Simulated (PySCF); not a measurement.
# KF⁻: changing the method

What do other methods print for KF⁻?

The runs use PySCF 2.14.0; method and basis as typed in the scripts.

5 further runs of the same task are left out: 5 that didn't finish.

### Step 1. The system as given

KF⁻: 2 atoms, charge -1, spin multiplicity 2.

Bond lengths: K1–F2 2.474 Å.

### Step 2. The run that the others are compared with

Contents of input.py:

```python
from pyscf import gto, dft

mol = gto.M(
    atom='K 0 0 0; F 0 0 2.474',
    basis='crenbl',
    ecp={'K': 'crenbl', 'F': 'crenbl'},
    charge=-1,
    spin=1,
    verbose=3,
)
mf = dft.UKS(mol, xc='x3lyp')
mf.kernel()
mf.mulliken_pop()
mf.dip_moment()
print('orbital energies (hartree):', [e[max(0, n-3):n+3].round(4) for e, n in zip(mf.mo_energy, mol.nelec)])
```

On the command line:

```sh
$ OMP_NUM_THREADS=1 python input.py
```

### Step 3. B3lyp

Variant 1 changes functional: x3lyp → b3lyp.

input.py, as its differences from that of step 2:

```diff
@@ -10,3 +10,3 @@
 )
-mf = dft.UKS(mol, xc='x3lyp')
+mf = dft.UKS(mol, xc='b3lyp')
 mf.kernel()
```

### Step 4. NEVPT2 (ROHF)

Variant 2 changes step after the SCF: analyze → nevpt2; SCF type: UKS → ROHF; functional: x3lyp → none (Hartree–Fock); active space: none → 5 electrons in 6 orbitals.

Contents of input.py:

```python
from pyscf import gto, scf, mcscf, mrpt

mol = gto.M(
    atom='K 0 0 0; F 0 0 2.474',
    basis='crenbl',
    ecp={'K': 'crenbl', 'F': 'crenbl'},
    charge=-1,
    spin=1,
    verbose=3,
)
mf = scf.ROHF(mol)
mf.kernel()
mc = mcscf.CASSCF(mf, 6, 5)
mc.kernel()
mc.analyze()
mrpt.NEVPT(mc).kernel()
mf.dip_moment()
print('orbital energies (hartree):', mf.mo_energy[..., max(0, mol.nelec[1]-3):mol.nelec[0]+3].round(4))
```

### Step 5. Frequency run (UHF)

Variant 3 changes step after the SCF: analyze → frequency; SCF type: UKS → UHF; functional: x3lyp → none (Hartree–Fock).

input.py, as its differences from that of step 2:

```diff
@@ -1,2 +1,3 @@
-from pyscf import gto, dft
+from pyscf import gto, scf
+from pyscf.hessian import thermo
 
@@ -10,5 +11,6 @@
 )
-mf = dft.UKS(mol, xc='x3lyp')
+mf = scf.UHF(mol)
 mf.kernel()
-mf.mulliken_pop()
+hess = mf.Hessian().kernel()
+print('wavenumber (cm^-1) =', thermo.harmonic_analysis(mol, hess)['freq_wavenumber'].round(1))
 mf.dip_moment()
```

### Step 6. TDDFT

Variant 4 changes step after the SCF: analyze → tddft; number of roots: none → 6.

input.py, as its differences from that of step 2:

```diff
@@ -1,2 +1,2 @@
-from pyscf import gto, dft
+from pyscf import gto, dft, tdscf
 
@@ -12,3 +12,6 @@
 mf.kernel()
-mf.mulliken_pop()
+td = tdscf.TDDFT(mf)
+td.nstates = 6
+td.kernel()
+td.analyze(verbose=3)
 mf.dip_moment()
```

### Step 7. EOM-EA (UHF)

Variant 5 changes step after the SCF: analyze → eomea; SCF type: UKS → UHF; functional: x3lyp → none (Hartree–Fock); number of roots: none → 3.

input.py, as its differences from that of step 2:

```diff
@@ -1,2 +1,2 @@
-from pyscf import gto, dft
+from pyscf import gto, scf, cc
 
@@ -10,5 +10,8 @@
 )
-mf = dft.UKS(mol, xc='x3lyp')
+mf = scf.UHF(mol)
 mf.kernel()
-mf.mulliken_pop()
+mycc = cc.CCSD(mf)
+mycc.kernel()
+e = mycc.eaccsd(nroots=3)[0]
+print('roots (eV) =', (e*27.211386).round(3))
 mf.dip_moment()
```

### Step 8. Lc_wpbe

Variant 6 changes functional: x3lyp → lc_wpbe.

input.py, as its differences from that of step 2:

```diff
@@ -10,3 +10,3 @@
 )
-mf = dft.UKS(mol, xc='x3lyp')
+mf = dft.UKS(mol, xc='lc_wpbe')
 mf.kernel()
```

What does the calculation give? Wanted: for each run, E(SCF); from base; after the SCF.

As calculated:

| run | E(SCF) (hartree) | from base (eV) | after the SCF |
| --- | --- | --- | --- |
| base | -52.402392 | 0 | n/a |
| b3lyp | -52.449946 | not comparable | n/a |
| NEVPT2 (ROHF) | -51.823539 | not comparable | NEVPT2 correlation -5.041 eV (from the SCF energy, the CASSCF gain included) |
| frequency run (UHF) | -51.823552 | not comparable | highest mode 253 cm⁻¹ |
| TDDFT | -52.402392 | 0.0000 | lowest root found 1.25 eV |
| EOM-EA (UHF) | -51.823552 | not comparable | CCSD correlation -5.127 eV, first root 3.56 eV |
| lc_wpbe | -52.471875 | not comparable | n/a |

Total energies of different functionals can't be compared with each other; differences within one functional can. The dearest run is “TDDFT”, at 17 s against 2.1 s.
